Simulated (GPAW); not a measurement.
Crystal: Ti3As.

```
CELL_PARAMETERS angstrom
5.02177 0.00000 0.00000
0.00000 5.02177 0.00000
0.00000 0.00000 5.02177
ATOMIC_POSITIONS crystal
As 0.00000 0.00000 0.00000
As 0.50000 0.50000 0.50000
Ti 0.00000 0.50000 0.75000
Ti 0.00000 0.50000 0.25000
Ti 0.75000 0.00000 0.50000
Ti 0.25000 0.00000 0.50000
Ti 0.50000 0.75000 0.00000
Ti 0.50000 0.25000 0.00000
```

The cell comes from a database or a generator and needn't be the stable form of this composition.

```yaml
Program: GPAW 26.7.0
Task: relaxation of cell and atoms
Functional: PBEsol
Dispersion: D3(BJ)
Potentials_or_basis: PAW data sets generated in the run's folder for this functional
Cutoff: 600 eV
Basis: pw
k_mesh: 4 × 4 × 4
Occupations: fermi-dirac, width 0.05 eV
Spin: no spin polarisation
```

At the start: pressure -11.3 GPa; volume 15.83 Å³/atom.

Question: Where does the relaxation end?

Answer: Over 4 steps the energy falls by 44.4 meV/atom and the volume is 14.49 Å³/atom (-8.5 %); space group Pm-3n (No. 223, to 0.05 Å).

Step by step:
```csv
step,energy change (eV),largest force (eV/Å),pressure (GPa),volume (Å³)
1,0.0000,0.0000,-11.32,126.64
2,-0.0491,0.0000,-10.68,125.88
3,-0.3554,0.0000,-1.06,116.79
4,-0.3552,0.0000,0.09,115.91
```

Final structure:
```
As Ti
1.0
     4.87568    0.00000    0.00000
     0.00000    4.87568    0.00000
     0.00000    0.00000    4.87568
As Ti
2 6
Cartesian
  0.0000 0.0000 0.0000
  2.4378 2.4378 2.4378
  0.0000 2.4378 3.6568
  0.0000 2.4378 1.2189
  3.6568 0.0000 2.4378
  1.2189 0.0000 2.4378
  2.4378 3.6568 0.0000
  2.4378 1.2189 0.0000
```

Caveat: later steps reuse the first step's grids; pairwise dispersion overbinds metals, which lowers pressure and volume.
